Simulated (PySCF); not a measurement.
# C₇H₈Br+: magnetic properties

Aim: compute the magnetic properties of C₇H₈Br+ (`CC#C/C=C/[CH+]CBr`).

Programs: PySCF 2.14.0, with routines of our own; each step states its level. All values are computed. Atoms count from 0.

### Step 1. The starting structure

16 atoms, charge 1, multiplicity 1; geometry from: GFN2-xTB.

### Step 2. Magnetic properties: GIAO HF/pcSseg-1

Job settings and geometry (Å):

```
{"job": {"kind": "mag", "xc": "HF", "basis": "pcSseg-1", "isotopologues": 2}, "charge": 1, "multiplicity": 1}
C      3.898679     0.058556    -0.807373
C      2.601183     0.191631    -0.264911
C      1.479873     0.311764     0.208574
C      0.239347     0.467694     0.754680
C     -0.940670     0.078186     0.118916
C     -2.160398     0.237210     0.718231
C     -3.439048    -0.081266     0.075309
Br    -3.950400     1.757312    -0.517205
H      3.893988    -0.538178    -1.719120
H      4.569805    -0.380828    -0.065009
H      4.291113     1.055502    -1.031234
H      0.187453     0.918117     1.741168
H     -0.874962    -0.362258    -0.868009
H     -2.216043     0.687401     1.703309
H     -3.368484    -0.704809    -0.813170
H     -4.219034    -0.419605     0.754433
```

Method: GIAO HF/pcSseg-1 magnetisability, rotational g tensor and spin-rotation constants, non-relativistic, gas phase.

Run with:

```console
$ OMP_NUM_THREADS=1 python excited_run.py task.json out
```

One launch serves the whole session: the jobs run in the order shown.

Standard output:

```text
final grid: 134512 points
cycle   1  E = -2841.2894589958  dE =  9.680e-01  |g| = 7.505e-01  |ddm| = 3.953e+00
cycle   2  E = -2841.4289177475  dE = -1.395e-01  |g| = 3.261e-01  |ddm| = 1.042e+00
cycle   3  E = -2841.4567123511  dE = -2.779e-02  |g| = 9.793e-02  |ddm| = 3.757e-01
cycle   4  E = -2841.4601429027  dE = -3.431e-03  |g| = 3.689e-02  |ddm| = 1.498e-01
cycle   5  E = -2841.4606604147  dE = -5.175e-04  |g| = 9.947e-03  |ddm| = 5.133e-02
cycle   6  E = -2841.4607470082  dE = -8.659e-05  |g| = 4.329e-03  |ddm| = 2.127e-02
cycle   7  E = -2841.4607635386  dE = -1.653e-05  |g| = 2.185e-03  |ddm| = 9.540e-03
cycle   8  E = -2841.4607666944  dE = -3.156e-06  |g| = 7.167e-04  |ddm| = 4.422e-03
cycle   9  E = -2841.4607670873  dE = -3.929e-07  |g| = 3.122e-04  |ddm| = 1.235e-03
cycle  10  E = -2841.4607672379  dE = -1.506e-07  |g| = 1.563e-04  |ddm| = 8.969e-04
cycle  11  E = -2841.4607672854  dE = -4.755e-08  |g| = 7.619e-05  |ddm| = 5.724e-04
cycle  12  E = -2841.4607672940  dE = -8.573e-09  |g| = 2.716e-05  |ddm| = 2.782e-04
cycle  13  E = -2841.4607672951  dE = -1.119e-09  |g| = 1.167e-05  |ddm| = 1.109e-04
cycle  14  E = -2841.4607672953  dE = -1.146e-10  |g| = 4.453e-06  |ddm| = 3.836e-05
converged SCF energy = -2841.4607672953

Magnetisability tensor (1e-30 J/T^2)
    -1367.49       59.63       -0.75
       59.63    -1625.93      176.13
       -0.75      176.13    -1330.72
isotropic -1441.38   principal values   -1716.62  -1364.11  -1243.41
isotropic susceptibility -86.802 1e-6 cm^3/mol

Inertial axes            a          b          c
rot. const./GHz      4.8277     0.3572     0.3439
chi total           -84.615    -99.011    -76.779
chi diamagnetic    -360.381  -3213.269  -3327.143
chi paramagnetic    275.766   3114.257   3250.363
quadrupole/D A       51.483    -24.789    -26.694
g nuclear            0.6059     0.5312     0.5299
g electronic        -0.6254    -0.5226    -0.5251
g total             -0.0195     0.0085     0.0048

Spin-rotation constants (kHz, H = +C I.J)
atom  isotope        aa         bb         cc
  7   79Br        6.122      0.299      0.705
  8     1H       -0.521     -0.041      0.002
  9     1H       -0.158     -0.026     -0.039
 10     1H       -0.490     -0.007     -0.034
 11     1H       -0.557     -0.039      0.028
 12     1H       -0.541     -0.041      0.023
 13     1H       -0.531     -0.041      0.030
 14     1H       -0.510     -0.045      0.009
 15     1H       -0.216     -0.015     -0.040
  0    13C*       0.595      0.037      0.039
  1    13C*       2.548      0.134      0.156
  2    13C*       0.087      0.101      0.108
  3    13C*       2.648      0.071      0.173
  4    13C*       1.647      0.060      0.143
  5    13C*       2.277      0.069      0.199
  6    13C*       0.798      0.052      0.056
* in the singly substituted isotopologue

Isotopologues: g along a, b, c
2H    at 8,9,10,11,12,1    -0.0169     0.0076     0.0042
13C   at 0                 -0.0196     0.0082     0.0046
```

Run time: 19 s. Hardware: 1 thread of Intel Xeon 6975P-C, shared host; peak memory 0.92 GiB.

Key values:

```
              quantity                    value
       magnetisability         -1441·10⁻³⁰ J/T²
  molar susceptibility       -86.8·10⁻⁶ cm³/mol
rotational g (a, b, c)  -0.0195, 0.0085, 0.0048
```

### Step 3. Magnetic properties: common gauge origin B3LYP/STO-3G

Settings changed since step 2:

```diff
@@ -1,2 +1,2 @@
-{"job": {"kind": "mag", "xc": "HF", "basis": "pcSseg-1", "isotopologues": 2}, "charge": 1, "multiplicity": 1}
+{"job": {"kind": "mag", "xc": "B3LYP", "basis": "STO-3G", "gauge": [0, 0, 0]}, "charge": 1, "multiplicity": 1}
 C      3.898679     0.058556    -0.807373
```

With the program's defaults for keys left out, this is: common gauge origin B3LYP/STO-3G magnetisability, rotational g tensor and spin-rotation constants, non-relativistic, gas phase.

Standard output:

```text
coarse grid: 63368 points
cycle   1  E = -2813.7854807273  dE = -2.008e+00  |g| = 4.183e-01  |ddm| = 5.391e+00
cycle   2  E = -2812.3952441525  dE =  1.390e+00  |g| = 1.315e+00  |ddm| = 3.823e+00
cycle   3  E = -2813.9076742003  dE = -1.512e+00  |g| = 1.849e-01  |ddm| = 3.472e+00
cycle   4  E = -2813.9212355155  dE = -1.356e-02  |g| = 1.115e-01  |ddm| = 5.251e-01
cycle   5  E = -2813.9228584415  dE = -1.623e-03  |g| = 8.635e-02  |ddm| = 2.095e-01
cycle   6  E = -2813.9250908494  dE = -2.232e-03  |g| = 1.130e-02  |ddm| = 1.016e-01
cycle   7  E = -2813.9251152508  dE = -2.440e-05  |g| = 7.551e-03  |ddm| = 2.808e-02
cycle   8  E = -2813.9251383460  dE = -2.310e-05  |g| = 7.785e-04  |ddm| = 1.334e-02
cycle   9  E = -2813.9251385579  dE = -2.119e-07  |g| = 4.855e-04  |ddm| = 2.541e-03
final grid: 134512 points
cycle  10  E = -2813.9251471976  dE =  2.376e-07  |g| = 8.212e-04  |ddm| = 2.651e-03
cycle  11  E = -2813.9251461201  dE =  1.078e-06  |g| = 1.710e-03  |ddm| = 5.052e-03
cycle  12  E = -2813.9251475260  dE = -1.406e-06  |g| = 2.670e-04  |ddm| = 3.325e-03
cycle  13  E = -2813.9251475462  dE = -2.015e-08  |g| = 4.732e-05  |ddm| = 3.268e-04
cycle  14  E = -2813.9251475469  dE = -7.299e-10  |g| = 3.386e-06  |ddm| = 5.852e-05
converged SCF energy = -2813.9251475469

Magnetisability tensor (1e-30 J/T^2)
    -6061.41    -7982.11      985.50
    -7982.11   -42695.46     -835.19
      985.50     -835.19   -45790.38
isotropic -31515.75   principal values  -46046.58 -44134.03  -4366.64
isotropic susceptibility -1897.923 1e-6 cm^3/mol

Inertial axes            a          b          c
rot. const./GHz      4.8277     0.3572     0.3439
chi total          -263.010  -2672.899  -2757.860
chi diamagnetic    -354.607  -3208.611  -3322.671
chi paramagnetic     91.597    535.713    564.811
quadrupole/D A       50.114    -24.261    -25.853
g nuclear            0.6059     0.5312     0.5299
g electronic        -0.2077    -0.0899    -0.0912
g total              0.3982     0.4412     0.4386

Spin-rotation constants (kHz, H = +C I.J)
atom  isotope        aa         bb         cc
  7   79Br        9.223      0.731      1.092
  8     1H        0.401      0.193      0.195
  9     1H       -1.346      0.684      0.582
 10     1H        0.521      0.199      0.305
 11     1H        1.167     -0.266     -0.269
 12     1H       -1.143     -0.387     -0.392
 13     1H        0.258     -0.361     -0.292
 14     1H       -0.342     -0.232     -0.328
 15     1H        0.349     -0.005      0.063
  0    13C*       0.705      0.155      0.159
  1    13C*       1.706      0.124      0.127
  2    13C*       0.468     -0.071     -0.042
  3    13C*       1.804     -0.066     -0.011
  4    13C*       1.119     -0.085     -0.025
  5    13C*       1.497     -0.088     -0.007
  6    13C*       0.499     -0.030     -0.039
* in the singly substituted isotopologue
```

Run time: 3.2 s. Hardware: 1 thread of Intel Xeon 6975P-C, shared host; peak memory 0.44 GiB.

A normal end doesn't make this result sound: a common gauge origin replaces GIAOs, so the magnetic properties depend on where the origin lies; the basis STO-3G is minimal.

### Step 4. Outcome

```
                                         quantity                               value
       magnetisability (step 2, GIAO HF/pcSseg-1)                    -1441·10⁻³⁰ J/T²
  molar susceptibility (step 2, GIAO HF/pcSseg-1)                  -86.8·10⁻⁶ cm³/mol
rotational g (a, b, c) (step 2, GIAO HF/pcSseg-1)             -0.0195, 0.0085, 0.0048
                                             runs  0 failed, 1 ended on unsound input
```

Steps that list no spin-orbit terms leave them out, which matters at and beside the heavy atoms. For an ion, the motion of the centre of mass in the field is left out. Vibrational averaging and real surroundings are missing from these values.
